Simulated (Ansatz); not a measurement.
# GaH₃S (built from SMILES [SH][GaH2]): single points off equilibrium

Aim: energy, forces and dipole at a displaced guess of a reacting structure, from CCSD(T) and from density functionals.

Computed with Ansatz 0.2.0, Gaussian basis. Level: single points in def2-TZVPP.

Cores are frozen in the correlated methods. Filled d shells of the heavier atoms are correlated.

### 1 Where the work starts

5 atoms, charge 0, spin multiplicity 1.

Atoms are counted from 1 here; the program's logs count them from 0.

Bond lengths: Ga1–H3 1.932 Å, Ga1–H4 1.809 Å, S2–H5 1.436 Å. Angles: H3–Ga1–H4 96.9°.

Geometry (Å):

```xyz
5
GaH3S
Ga   -0.52360   -0.88060    1.31300
S     0.15890    0.82280   -0.83360
H     0.96850   -0.57530    0.12490
H    -1.81100   -0.90740    0.04210
H     1.29040    1.56460   -0.35150
```

### 2 CCSD(T)/def2-TZVPP

run/in.yaml reads:

```yaml
crystal:
  periodic: [false, false, false]
  atoms:
    - {symbol: Ga, position_ang: [-0.523600, -0.880600, 1.313000]}
    - {symbol: S, position_ang: [0.158900, 0.822800, -0.833600]}
    - {symbol: H, position_ang: [0.968500, -0.575300, 0.124900]}
    - {symbol: H, position_ang: [-1.811000, -0.907400, 0.042100]}
    - {symbol: H, position_ang: [1.290400, 1.564600, -0.351500]}
basis:
  gaussian: {orbitals: def2-TZVPP}
correlation: {method: ccsd_t}
output: {forces: true}
```

No record of the launch command was kept for these runs.

### 3 PBE0-D4/def2-TZVPP

Changes to run/in.yaml since step 2:

```diff
@@ -10,3 +10,3 @@
   gaussian: {orbitals: def2-TZVPP}
-correlation: {method: ccsd_t}
-output: {forces: true}
+hamiltonian: {xc: pbe0, dispersion: d4}
+output: {forces: true, orbitals: {seedname: orbitals}}
```

### 4 wB97M-V/def2-TZVPP

Changes to run/in.yaml since step 3:

```diff
@@ -10,3 +10,3 @@
   gaussian: {orbitals: def2-TZVPP}
-hamiltonian: {xc: pbe0, dispersion: d4}
-output: {forces: true, orbitals: {seedname: orbitals}}
+hamiltonian: {xc: {name: wB97M-V}}
+output: {forces: true}
```

### 5 r2SCAN-D4/def2-TZVPP

Changes to run/in.yaml since step 4:

```diff
@@ -10,3 +10,3 @@
   gaussian: {orbitals: def2-TZVPP}
-hamiltonian: {xc: {name: wB97M-V}}
+hamiltonian: {xc: r2scan, dispersion: d4}
 output: {forces: true}
```

### 6 PBE-D4/def2-TZVPP

Changes to run/in.yaml since step 5:

```diff
@@ -10,3 +10,3 @@
   gaussian: {orbitals: def2-TZVPP}
-hamiltonian: {xc: r2scan, dispersion: d4}
+hamiltonian: {xc: pbe, dispersion: d4}
 output: {forces: true}
```

### 7 SPW92/def2-TZVPP

Changes to run/in.yaml since step 6:

```diff
@@ -10,3 +10,3 @@
   gaussian: {orbitals: def2-TZVPP}
-hamiltonian: {xc: pbe, dispersion: d4}
+hamiltonian: {xc: lda}
 output: {forces: true}
```

### 8 r2SCAN0-D4/def2-TZVPP

Changes to run/in.yaml since step 7:

```diff
@@ -10,3 +10,3 @@
   gaussian: {orbitals: def2-TZVPP}
-hamiltonian: {xc: lda}
+hamiltonian: {xc: {name: r2SCAN0}, dispersion: d4}
 output: {forces: true}
```

(Steps that only read results are left out.)

**Question.** What will these runs give? Wanted: energy less free atoms, CCSD(T)/def2-TZVPP; RMS force component; RMS force error; HOMO and LUMO, PBE0-D4; T1 diagnostic.

The runs gave:

```
                                  quantity                                                                                            value
energy less free atoms, CCSD(T)/def2-TZVPP                                                                                    -894.9 kJ/mol
                       RMS force component                                                             1.022 to 1.322 eV/Å over the methods
                           RMS force error  PBE0-D4 0.058, wB97M-V 0.193, r2SCAN-D4 0.084, PBE-D4 0.199, SPW92 0.215, r2SCAN0-D4 0.103 eV/Å
                    HOMO and LUMO, PBE0-D4                                                                               -6.35 and -3.15 eV
                             T1 diagnostic                                                                                            0.020
```

What this shows: Against CCSD(T) the functionals' energies less atoms differ by -228.8 to -7.2 kJ/mol, PBE-D4 by -66.1 kJ/mol. CCSD(T) in triple zeta still lacks some correlation energy of the bonds, so part of these gaps is its own basis error and they don't rank the functionals. For forces PBE0-D4 does best and SPW92 worst. Frozen-core CCSD(T) forces in triple zeta carry basis errors of their own, and this is one geometry, so small gaps rank nothing. The restricted Hartree–Fock reference is unstable towards an unrestricted one at one or more of these structures.
